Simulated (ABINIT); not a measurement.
A run of ABINIT 10.8.3 (patched build):

File run.abi:

```
ndtset 3

pp_dirpath "./"
pseudos "Ba.upf, Ti.upf, O.upf"

acell 7.4768519855 7.4768519855 7.664228573
rprim
     1.0000000000     0.0000000000     0.0000000000
     0.0000000000     1.0000000000     0.0000000000
     0.0000000000     0.0000000000     1.0000000000
ntypat 3
znucl 56 22 8
natom 5
typat 1 2 3 3 3
chkprim 0
chksymtnons 0
tolsym 1.0e-6
xred
            0.0            0.0  -0.0022089600
            1/2            1/2   0.4816631800
            0.0            1/2   0.5171937600
            1/2            0.0   0.5171937600
            1/2            1/2   0.0291582500

ecut 1034.032677 eV
ecutsm 0.5

ixc -116133

occopt 1

nstep 80
diemac 6.0

iomode 3
prteig 0
prtebands 0

kptopt1 1
ngkpt1 5 5 5
nshiftk1 1
shiftk1 0.0 0.0 0.0
nband1 20
tolvrs1 1.0e-14
prtden1 1
prtwf1 0

kptopt2 0
nkpt2 2
kpt2
  0.4000000000 0.4000000000 0.0
  0.0 0.0 0.0
istwfk2 2*1
nband2 25
getden2 1
kptopt3 0
nkpt3 2
kpt3
  0.4000000000 0.4000000000 0.0
  0.0 0.0 0.0
istwfk3 2*1
nband3 25
getden3 1

iscf2 -2
nbdbuf2 2
tolwfr2 1.0e-20
nstep2 200

iscf3 -3
getwfk3 2
rfelfd3 2
rfdir3 1 1 1
nqpt3 1
qpt3 0.0 0.0 0.0
tolwfr3 1.0e-20
nbdbuf3 2
nstep3 200
efmas3 1
efmas_bands3 20 20 21 21
efmas_calc_dirs3 1
efmas_n_dirs3 5
efmas_dirs3
  1 0 0
  0 1 0
  0 0 1
  1 1 0
  1 1 1
efmas_ntheta3 60
prtwf3 0
prtden3 0
prtpot3 0
```

Potentials or basis: PseudoDojo NC SR PBEsol v0.4.1 standard.

Command:

```sh
$ abinit run.abi > log 2>&1
```

Hardware: 1 thread of Arm Neoverse V1, on a shared host.

**Question.** Estimate the wall time of this run.

**Answer.** Run time: 3.7 min on 1 thread of Arm Neoverse V1, on a shared host, peak memory 0.51 GiB. Counts: scf iterations 126, k points 18, bands 20, plane waves 4808.
